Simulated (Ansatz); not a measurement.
# TeHS radical (SMILES S[Te]): single points off equilibrium

An exercise on one series of results from a longer session: the logs are not shown, and one member is left open.

Program: Ansatz 0.2.0, Gaussian basis. Level of theory: single points in def2-TZVPP. These are calculated values, not measurements.

Correlated methods freeze the cores. Filled d shells of the heavier atoms are correlated. Core potentials replace the inner electrons past krypton, and spin-orbit coupling is left out. Orbitals are unrestricted. B3LYP uses VWN-RPA correlation.

**The starting structure**

SMILES `S[Te]`, 3 atoms, charge 0, spin multiplicity 2.

Atoms are counted from 1 here; the program's logs count them from 0.

Bond lengths: S1–Te2 2.395 Å, S1–H3 1.567 Å. Angles: Te2–S1–H3 99.5°.

As a file:

```
atom    x (Å)    y (Å)    z (Å)
  S1  -0.5735   0.5709  -0.2543
 Te2   1.5792   0.2184   0.7356
  H3  -0.9755  -0.9169  -0.5378
```

The first run:

File run/in.yaml:

```yaml
crystal:
  periodic: [false, false, false]
  atoms:
    - {symbol: S, position_ang: [-0.573500, 0.570900, -0.254300]}
    - {symbol: Te, position_ang: [1.579200, 0.218400, 0.735600]}
    - {symbol: H, position_ang: [-0.975500, -0.916900, -0.537800]}
basis:
  gaussian: {orbitals: def2-TZVPP}
magnetization: {spin_polarized: true, initial_magnetization: 1}
correlation: {method: ccsd_t}
scf: {omitted_lower_state_checks: [cluster_reference]}
output: {forces: true}
```

The command line of these runs was not kept.

Steps of the session up to this table: CCSD(T)/def2-TZVPP; PBE0-D4/def2-TZVPP; wB97M-V/def2-TZVPP; r2SCAN-D4/def2-TZVPP; PBE-D4/def2-TZVPP; HSE06-D4/def2-TZVPP; B3LYP-D4/def2-TZVPP.

One of the session's tables, all rows but one given; the rest of the session is left out.

```
   method  RMS force component (eV/Å)  angle to CCSD(T) forces (°)  dipole (D)
  CCSD(T)                       1.529                    reference        0.83
  PBE0-D4                       1.572                          4.7        0.89
  wB97M-V                       1.611                          3.4        0.88
r2SCAN-D4                       1.500                          3.6        0.87
   PBE-D4                       1.363                          2.1        0.84
 HSE06-D4                       1.565                          4.6        0.89
 B3LYP-D4                           ?                            ?           ?
```

**Question.** Estimate the row for B3LYP-D4.

As computed: RMS force component (eV/Å): 1.485; angle to CCSD(T) forces (°): 1.9; dipole (D): 0.83. In the column «RMS force component (eV/Å)» it lies between PBE-D4 (1.363) and r2SCAN-D4 (1.500).
